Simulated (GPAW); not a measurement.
Ti3Se:

```
Se Ti
1.0
     3.19745    0.00000    0.00000
    -1.59872    2.76907    0.00000
     0.00000    0.00000    7.94275
Se Ti
1 3
Direct
  0.00000 0.00000 0.00000
  0.66667 0.33333 0.50000
  0.33333 0.66667 0.77290
  0.33333 0.66667 0.22710
```

The cell comes from a database or a generator and needn't be the stable form of this composition.

* Program: GPAW 26.7.0
* Task: relaxation of cell and atoms
* Functional: PBEsol
* Dispersion: D3(BJ)
* Potentials or basis: PAW data sets generated in the run's folder for this functional
* Cutoff: 600 eV
* Basis: pw
* k mesh: 6 × 6 × 3
* Occupations: fermi-dirac, width 0.05 eV
* Spin: no spin polarisation

At the start: pressure -9.7 GPa; volume 17.58 Å³/atom.

How do energy, volume and symmetry change on relaxing?

Over 12 steps the energy falls by 41.7 meV/atom and the volume is 16.11 Å³/atom (-8.4 %); space group P-6m2 (No. 187, to 0.05 Å).

Step by step:
```tsv
step	energy change (eV)	largest force (eV/Å)	pressure (GPa)	volume (Å³)
1	0.0000	0.0944	-9.75	70.32
2	-0.0431	0.0442	-8.60	69.52
3	-0.1580	0.3128	0.74	64.35
4	-0.1626	0.2304	-0.14	64.72
5	-0.1655	0.1278	-0.48	64.81
6	-0.1669	0.0025	-0.36	64.65
7	-0.1666	0.0169	-0.10	64.50
8	-0.1667	0.0140	0.03	64.44
9	-0.1664	0.0083	0.13	64.39
10	-0.1663	0.0002	0.20	64.36
11	-0.1664	0.0035	0.15	64.37
12	-0.1667	0.0021	0.05	64.42
```

Final structure:
```
Se Ti
1.0
     3.09768    0.00000    0.00000
    -1.54884    2.68267    0.00000
     0.00000    0.00000    7.75226
Se Ti
1 3
Direct
  0.00000 0.00000 0.00000
  0.66667 0.33333 0.50000
  0.33333 0.66667 0.77085
  0.33333 0.66667 0.22915
```

Caveat: the k mesh is coarse (spacing up to 0.38 Å⁻¹), so the values aren't converged; later steps reuse the first step's grids; pairwise dispersion overbinds metals, which lowers pressure and volume.
